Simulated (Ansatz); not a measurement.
**C₃H₅B: how energies converge with the basis set**

One table from this session's results is given with a row withheld; the runs are named, their logs left out.

Computed with Ansatz 0.2.0, Gaussian basis. Level: one geometry, several basis sets.

Levels to be run: PBE0-D4/def2-SVP; ωB97M-V/def2-SVP; PBE0-D4/def2-QZVPP; ωB97M-V/def2-QZVPP; the functionals' def2-TZVPP values are taken from earlier runs.

### The relaxed structure

An earlier PBE0-D4 in a triple-zeta def2 set relaxation fixed the geometry.

SMILES `CB1C=C1`, 9 atoms, charge 0, spin multiplicity 1.

Atoms are counted from 1 here; the program's logs count them from 0.

Bond lengths: C1–B2 1.551 Å, C1–H5 1.096 Å, C1–H6 1.092 Å, C1–H7 1.092 Å, B2–C3 1.473 Å, B2–C4 1.474 Å, C3–C4 1.346 Å, C3–H8 1.082 Å, C4–H9 1.082 Å. Angles: B2–C1–H5 108.5°, B2–C1–H6 112.6°, B2–C1–H7 112.8°, H5–C1–H6 106.7°, H5–C1–H7 106.9°, H6–C1–H7 109.0°, C1–B2–C3 152.9°, C1–B2–C4 152.7°, C3–B2–C4 54.3°, B2–C3–C4 62.8°, B2–C3–H8 159.1°, C4–C3–H8 138.1°, B2–C4–C3 62.8°, B2–C4–H9 159.1°, C3–C4–H9 138.1°.

The first run:

Contents of in.yaml:

```yaml
crystal:
  periodic: [false, false, false]
  atoms:
    - {symbol: C, position_ang: [0.385914, 1.191634, -0.773533]}
    - {symbol: B, position_ang: [0.006984, -0.062633, 0.056909]}
    - {symbol: C, position_ang: [0.180215, -1.468050, 0.463893]}
    - {symbol: C, position_ang: [-0.841485, -0.789427, 1.017701]}
    - {symbol: H, position_ang: [-0.183578, 1.173975, -1.709848]}
    - {symbol: H, position_ang: [0.127472, 2.123856, -0.266936]}
    - {symbol: H, position_ang: [1.442851, 1.216126, -1.045989]}
    - {symbol: H, position_ang: [0.607392, -2.461377, 0.511940]}
    - {symbol: H, position_ang: [-1.637264, -0.970403, 1.728662]}
basis:
  gaussian: {orbitals: def2-SVP}
hamiltonian: {xc: pbe0, dispersion: d4}
output: {orbitals: {seedname: orbitals}}
```

Launch:

```
$ ansatz run in.yaml --threads 2 --pin off --events-out ev --progress --plain --max-ram 4352MiB
```

Steps of the session up to this table: PBE0-D4 in def2-SVP; ωB97M-V in def2-SVP; PBE0-D4 in def2-QZVPP; ωB97M-V in def2-QZVPP.

One table of the session follows, with a row left open; its other results are not shown here.

```
functional       basis  HOMO (eV)  LUMO (eV)
   PBE0-D4    def2-SVP      -7.51       0.13
   PBE0-D4  def2-TZVPP      -7.55      -0.07
   PBE0-D4  def2-QZVPP          ?          ?
   ωB97M-V    def2-SVP      -9.75       2.46
   ωB97M-V  def2-TZVPP      -9.81       2.11
   ωB97M-V  def2-QZVPP      -9.82       1.92
```

Q: Estimate the row for PBE0-D4, def2-QZVPP from the others.

The run gave: HOMO (eV): -7.56; LUMO (eV): -0.14. In the column «HOMO (eV)» it lies between ωB97M-V, def2-SVP (-9.75) and PBE0-D4, def2-TZVPP (-7.55).
